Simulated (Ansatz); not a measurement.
# Cl− with SiH4: structure and interaction energy

An exercise on one series of results from a longer session: the logs are not shown, and one member is left open.

Method: PBE0-D4 structure, single points in def2-TZVPPD; program: Ansatz 0.2.0, Gaussian basis.

Levels: PBE-D4, revPBE-D4, BLYP-D4, r2SCAN-D4, B97M-V, PBE0-D4, B3LYP-D4, HSE06-D4, wB97X-V, wB97M-V, B2PLYP, Hartree-Fock, MP2, CCSD, CCSD(T). The reference is CCSD(T) extrapolated to the basis limit.

Cores are frozen in the correlated methods. B3LYP uses VWN-RPA correlation. B2PLYP carries no dispersion term here.

163 further runs of the same task are left out: 163 set aside as unsound or not needed.

## The system as given

The pair, from a GFN2-xTB docking trial: 6 atoms, charge -1, spin multiplicity 1.

Atoms are counted from 1 here; the program's logs count them from 0.

Bond lengths: Si2–H3 1.472 Å, Si2–H4 1.474 Å, Si2–H5 1.435 Å, Si2–H6 1.469 Å. Angles: H3–Si2–H4 104.4°, H3–Si2–H5 113.7°, H3–Si2–H6 105.5°, H4–Si2–H5 112.4°, H4–Si2–H6 105.0°, H5–Si2–H6 114.9°.

As a file:

```xyz
6
charge -1, multiplicity 1
Cl   -0.0101    0.0090   -3.3471
Si    0.0059   -0.0058    0.6011
H     0.8231    1.0793    1.1679
H     0.2810   -1.1644    1.4701
H     0.2878   -0.2788   -0.7794
H    -1.3878    0.3607    0.8875
```

Atoms 1 to 1 are fragment A (Cl−), the rest fragment B (SiH4).

The first run:

Contents of pre/in.yaml:

```yaml
crystal:
  periodic: [false, false, false]
  atoms:
    - {symbol: Cl, position_ang: [-0.010100, 0.009000, -3.347100]}
    - {symbol: Si, position_ang: [0.005900, -0.005800, 0.601100]}
    - {symbol: H, position_ang: [0.823100, 1.079300, 1.167900]}
    - {symbol: H, position_ang: [0.281000, -1.164400, 1.470100]}
    - {symbol: H, position_ang: [0.287800, -0.278800, -0.779400]}
    - {symbol: H, position_ang: [-1.387800, 0.360700, 0.887500]}
basis:
  gaussian: {orbitals: def2-SVPD}
total_charge: -1
hamiltonian: {xc: pbe, dispersion: d4}
relax: {f_tol: 0.03, max_steps: 250}
```

On the command line:

```
ansatz run in.yaml --threads 2 --pin off --events-out ev --progress --plain --max-ram 5222MiB
```

Among the steps run: A first relaxation in a small basis; Relaxation at PBE0-D4; wB97X-V/def2-TZVPPD; wB97M-V/def2-TZVPPD; B2PLYP/def2-TZVPPD; B97M-V/def2-TZVPPD; CCSD(T)/def2-TZVPPD; MP2/def2-QZVPPD; Hartree-Fock/STO-3G; SPW92/def2-SVP; wB97M-V/def2-SVP; CCSD(T)/def2-SVP; Vibrations of the pair.

One of the session's tables, all rows but one given; the rest of the session is left out.

| method | interaction (meV) |
| --- | --- |
| PBE-D4 | -262 |
| revPBE-D4 | -262 |
| BLYP-D4 | -232 |
| r2SCAN-D4 | -203 |
| B97M-V | -207 |
| PBE0-D4 | -228 |
| B3LYP-D4 | -212 |
| HSE06-D4 | -230 |
| wB97X-V | ? |
| wB97M-V | -176 |
| B2PLYP | -145 |
| Hartree-Fock | -29 |
| MP2 | -147 |
| CCSD | -132 |
| CCSD(T) | -151 |
| CCSD(T)/CBS | -176 |

**Question.** Estimate the row for wB97X-V.

**Answer.** interaction (meV): -169. In the column «interaction (meV)» it lies between CCSD(T)/CBS (-176) and CCSD(T) (-151).

Among the levels timed on like hardware and quicker than the yardstick, those that no quicker one beats, quickest first: revPBE-D4 (3.8 s, -86 meV); BLYP-D4 (4.3 s, -56 meV); PBE0-D4 (4.9 s, -52 meV); B3LYP-D4 (5.4 s, -36 meV); r2SCAN-D4 (6.2 s, -27 meV); wB97X-V (14 s, +7 meV); wB97M-V (16 s, 0 meV).

For cost: wB97M-V gets within 0 meV in 16 s, where CCSD(T)/CBS took 47 s; the quickest level in the cost chart, revPBE-D4, takes 3.8 s and misses by 86 meV.

Limits of these values: A lower arrangement may exist.
